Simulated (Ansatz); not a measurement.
Run this with Ansatz's Python interface and show what comes out.

Script `xc_tic.py`:
```python
"""Functional comparison for TiC (totals differ with the potentials too)."""

import csv

import ansatz as az

lattice = az.Lattice.of(
    [0.0, 2.1593, 2.1593],
    [2.1593, 0.0, 2.1593],
    [2.1593, 2.1593, 0.0],
)
sites = [
    ("Ti", [0.0, 0.0, 0.0]),
    ("C", [0.5, 0.5, 0.5]),
]
tic = az.Crystal(lattice=lattice)
for symbol, position in sites:
    tic = tic.atom(symbol, position)

setup = (
    tic.calculation()
    .pseudopotentials("paw")
    .kpoints(spacing=0.22)
    .occupations("fermi_dirac")
)

rows = []
for value in ["lda", "rpbe", "revpbe"]:
    summary = setup.functional(value).run().report
    rows.append((value, summary["free_energy_ev"] / len(summary["lattice"]["sites"]), summary["n_iterations"], summary["n_kpoints"]))

with open("xc.csv", "w", newline="") as handle:
    writer = csv.writer(handle)
    writer.writerow(["functional", "F/atom (eV)", "iterations", "k-points"])
    writer.writerows([round(v, 5) if isinstance(v, float) else v for v in row] for row in rows)
print(open("xc.csv").read())
```

```console
$ python xc_tic.py
DeckWarning: basis.ecutwfc = 420 eV, auto-derived from the records' recommended cutoffs: set by Ti (normal level)
functional,F/atom (eV),iterations,k-points
lda,-1347.57727,6,72
rpbe,-1378.92319,6,72
revpbe,-1378.13448,6,72
```
(Warnings from the package without file and line.)

Reading the output:
- Spin is left out of this run.
- For a metal this k-point mesh is coarse: on a finer one energies can move by several to tens of meV an atom and pressures by half a GPa or more, differences at one mesh by less.
- Of the deposited cell: the entry's cell lengths or inner coordinates differ somewhat from later room-temperature determinations.
- The starting cell is as deposited in a crystallographic database; the results hold for this polymorph, which needn't be the stable one.
- Total energies of different functionals can't be compared; pressures, moments and gaps at this one structure can.
- Finished in 4.1 s on 1 thread of Arm Neoverse V1, with other jobs on the host, peak memory 0.34 GiB.
